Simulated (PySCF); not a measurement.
# C3H5F2PSi: the cost of one run

The runs use PySCF 2.14.0, with density-fitted response routines of our own; the level of theory stands in each step. All values are computed, except where a source is named. Atoms are numbered from 0 throughout.

## 1. The starting structure

12 atoms, charge 0, multiplicity 1; geometry from: GFN2-xTB. The atoms were then displaced at random by about 0.01 Å, so the start is not that level's minimum.

Bonds of the start (Å): F0–C1 1.30, C1–C2 1.28, C2–C3 1.49, C3–Si4 1.92, Si4–F5 1.60, Si4–P6 2.23, C3–C1 1.46, C2–H7 1.08, C3–H8 1.12, Si4–H9 1.47, P6–H10 1.40, P6–H11 1.39.

## 2. Geometry optimisation at PBE0-D3(BJ)/def2-SVP

What the job is given:

```
{"job": {"xc": "PBE0", "basis": "def2-SVP", "d3": "d3bj", "grid": 1, "shake": 0.01, "kind": "geom"}, "charge": 0, "multiplicity": 1}
F      1.915880     1.992610    -0.935930
C      1.693360     1.019500    -0.107250
C      2.132300     0.033050     0.578150
C      0.680910     0.344700     0.704180
Si    -0.625600    -0.797030    -0.127960
F      0.157740    -1.496130    -1.341690
P     -2.253530     0.411060    -1.045330
H      2.946250    -0.606240     0.896060
H      0.324790     0.856210     1.636230
H     -0.970540    -1.926090     0.746350
H     -2.830540     0.792230     0.172810
H     -3.131350    -0.652140    -1.184650
```

Launch:

```sh
OMP_NUM_THREADS=1 python probes_run.py task.json out
```

The driver reads the jobs from task.json and runs them one after another.

Q: Estimate the wall time and peak memory of this first job on 1 thread of Arm Neoverse V1, shared host.

About 79 s, with a peak of 0.52 GiB.
